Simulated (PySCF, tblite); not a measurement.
# C₆H₁₁F₃: geometry, infrared bands and NMR shifts

Aim: predict the infrared bands and NMR shifts of C₆H₁₁F₃ (`C[C@@H](C(F)F)C(C)(C)F`).

The runs use tblite 0.8.0 and PySCF 2.14.0, with density-fitted response routines of our own; the level of theory stands in each step. All values are computed, except where a source is named. Atoms are numbered from 0 throughout.

## 1. The starting structure

20 atoms, charge 0, multiplicity 1; geometry from: force field or distance geometry start.

Bonds of the start (Å): C0–C1 1.55, C1–C2 1.52, C2–F3 1.35, C2–F4 1.35, C1–C5 1.54, C5–C6 1.53, C5–C7 1.52, C5–F8 1.37, C0–H9 1.09, C0–H10 1.09, C0–H11 1.10, C1–H12 1.11, C2–H13 1.10, C6–H14 1.09, C6–H15 1.09, C6–H16 1.10, C7–H17 1.10, C7–H18 1.10, C7–H19 1.09.

## 2. Relaxing the molecule with GFN2-xTB

What the job is given:

```
{"job": {"kind": "relax", "xc": "GFN2-xTB", "basis": "xTB"}, "charge": 0, "multiplicity": 1}
C      1.110500    -0.676100     1.194400
C      0.678100     0.484400     0.268700
C      1.697200     0.640300    -0.853200
F      2.906300     0.954600    -0.345100
F      1.844100    -0.525300    -1.521200
C     -0.759800     0.357500    -0.267200
C     -1.792300     0.398700     0.855300
C     -1.010100    -0.842800    -1.161000
F     -0.974000     1.474600    -1.025900
H      2.114800    -0.516800     1.575500
H      1.086500    -1.636400     0.671100
H      0.442600    -0.752400     2.069400
H      0.734400     1.403700     0.882400
H      1.417600     1.428700    -1.568400
H     -1.775100    -0.501200     1.474700
H     -2.804100     0.503800     0.456000
H     -1.629800     1.266500     1.510900
H     -0.833500    -1.800700    -0.651400
H     -2.058000    -0.843200    -1.502300
H     -0.400700    -0.807000    -2.065600
```

Started as:

```bash
$ OMP_NUM_THREADS=1 python probes_run.py task.json out
```

This one command runs all jobs of the session in turn.

**Question.** This job is followed by: GFN2-xTB harmonic vibrations, gas phase; GIAO PBE0/pcSseg-1 NMR shielding, non-relativistic, gas phase. What will the session give for the following? strongest single infrared mode (GFN2-xTB); zero-point energy (GFN2-xTB); ¹³C shifts against TMS (PBE0/pcSseg-1); ¹H shifts against TMS (PBE0/pcSseg-1, means over atoms taken as alike); ¹⁹F shifts against CFCl3 (PBE0/pcSseg-1); surface potential, 1st and 99th percentile.

The runs gave:

| quantity | value |
| --- | --- |
| strongest single infrared mode (GFN2-xTB) | 994 cm⁻¹, 109 km/mol |
| zero-point energy (GFN2-xTB) | 101.6 kcal/mol |
| ¹³C shifts against TMS (PBE0/pcSseg-1) | 121.7, 98.0, 52.7, 29.3, 23.5, 8.7 ppm |
| ¹H shifts against TMS (PBE0/pcSseg-1, means over atoms taken as alike) | 6.63, 2.04, 1.40, 1.37, 1.08 ppm |
| ¹⁹F shifts against CFCl3 (PBE0/pcSseg-1) | -145.1, -150.1, -175.2 ppm |
| surface potential, 1st and 99th percentile | -0.93 V and 0.96 V |

What this shows: Over 44 steps the energy fell by 0.092 eV; of the close pairs, C5–F8 changed most, 1.367 to 1.404 Å. No mode is imaginary among the 54: a minimum at this level. The strongest single mode, at 994 cm⁻¹, has its largest shares on C2, F4, H11 and H12 (the list is cut at 4 atoms). Unscaled tight-binding wavenumbers are off by several per cent, some by more. Its intensities can rank the bands wrongly. H13 (hydrogen on an sp3 CH bonded to 2 F) lies farthest downfield among hydrogen, at 6.63 ppm; its carbon carries F, an electronegative neighbour. At PBE0/pcSseg-1: Shielding is most anisotropic at F3 (span 240 ppm, paramagnetic term -155 ppm).
